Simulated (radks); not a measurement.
**Ni⁴⁺ in [Ar] 3d6: an all-electron calculation**

The task here is to estimate one member of a computed series from the others.

Program: radks (a radial shooting solver on a logarithmic mesh, Libxc functionals) version 1. Level of theory: Dirac Kohn-Sham, PBE, spin-unpolarised, spherical densities, point nucleus; open shells fill j = l - 1/2 first. These are calculated values, not measurements, unless marked.

### What is computed

| Item | Value |
| --- | --- |
| element | nickel (Z = 28) |
| charge | +4 |
| electrons | 24 |
| configuration | [Ar] 3d6 |

The first run:

The run's settings:

```text
Z 28
configuration [Ar] 3d6
relativity Dirac
functional pbe,pbe
spin unpolarised
j_filling energy
nucleus point
c 137.035999084
```

One of the session's tables, all rows but one given; the rest of the session is left out.

It belongs to the step «Orbitals and density». From the orbitals of this run (lengths in bohr):

| level | <r> | outermost maximum (interpolated) | 90 % within | nodes |
| --- | --- | --- | --- | --- |
| 1s1/2 | 0.05409 | 0.0354 | 0.0966 | 0 |
| 2s1/2 | 0.2447 | 0.205 | 0.379 | 1 |
| 2p1/2 | 0.2131 | 0.163 | 0.349 | 0 |
| 2p3/2 | 0.2163 | 0.166 | 0.354 | 0 |
| 3s1/2 | 0.7283 | 0.636 | 1.09 | 2 |
| 3p1/2 | 0.7514 | 0.636 | 1.15 | 1 |
| 3p3/2 | 0.7602 | 0.644 | 1.16 | 1 |
| 3d3/2 | 0.8385 | 0.606 | 1.39 | 0 |
| 3d5/2 | ? | ? | ? | ? |

Q: Estimate the row for 3d5/2 from the others.

As computed: <r>: 0.8419; outermost maximum (interpolated): 0.608; 90 % within: 1.40; nodes: 0. In the column «<r>» it is the highest.

Caveats from the session: Spin polarisation and multiplet splitting are left out.
